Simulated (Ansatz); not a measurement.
# ZnAg: a tetragonal deformation path

The task here is to estimate one member of a computed series from the others.

Method: DFT r2SCAN, scalar-relativistic, plane waves, PAW, in Ansatz 0.2.0.

### Starting point

It takes space group Pm-3m (No. 221, cubic). The conventional cell has a = 3.156 Å, b = 3.156 Å, c = 3.156 Å, α = 90.00°, β = 90.00°, γ = 90.00°. Around Zn (site symmetry m-3m) lie 8 Ag at 2.73 Å. Ag (site symmetry m-3m) has 8 Zn at 2.73 Å in its first shell of neighbours.

Structure file:

```xyz
2
Lattice="3.1560 0.0000 0.0000 0.0000 3.1560 0.0000 0.0000 0.0000 3.1560" Properties=species:S:1:pos:R:3 pbc="T T T"
Zn    1.5780    1.5780    1.5780
Ag    0.0000    0.0000    0.0000
```

No relaxation comes first: the listed cell is the starting point.

Set-up of the first run:

The input, input.yaml:

```yaml
crystal:
  lattice:
    - [3.156, 0.0, 0.0]
    - [0.0, 3.156, 0.0]
    - [0.0, 0.0, 3.156]
  atoms:
    - { symbol: Zn, position: [0.5, 0.5, 0.5] }
    - { symbol: Ag, position: [0.0, 0.0, 0.0] }
basis:
  ecutwfc: 500
kpoints:
  mp_grid: { grid: [16, 16, 16] }
hamiltonian:
  xc: r2scan
scf:
  occupations: { method: gaussian, width: 0.15 }
output:
  forces: true
  stress: true
  eigenvalues: true
```

Started as:

```sh
$ ansatz run input.yaml --threads 1 --pin off --max-ram 2560MiB --backend cpu --events-out ev --progress --plain --runs-dir out
```

Steps of the session up to this table: Zero of the scan; Point ρ = 0.707; ρ = 1.414; At ρ = 0.850; At ρ = 1.200.

One of the session's tables, all rows but one given; the rest of the session is left out.

It belongs to the step «The scan collected». 

```
    ρ  ΔE (meV/atom)  pressure (GPa)
0.707          215.4             7.7
0.850              ?               ?
1.000            0.0            -1.5
1.200            2.6            -1.2
1.414           14.3            -0.6
```

Estimate the missing values for ρ = 0.850.

Worked estimate for «ΔE (meV/atom)». A straight line through the neighbours (0.707, 215.4) and (1.000, 0.0) gives 215.4 + (0.0 − 215.4) × (0.850 − 0.707) / (1.000 − 0.707) = 110.3; a parabola fitted to 3 rows on both sides gives 77.7.

**Answer.** ΔE (meV/atom): 21.8; pressure (GPa): -0.5. In «ΔE (meV/atom)» the line misses by +88.5 and the parabola by +55.9.
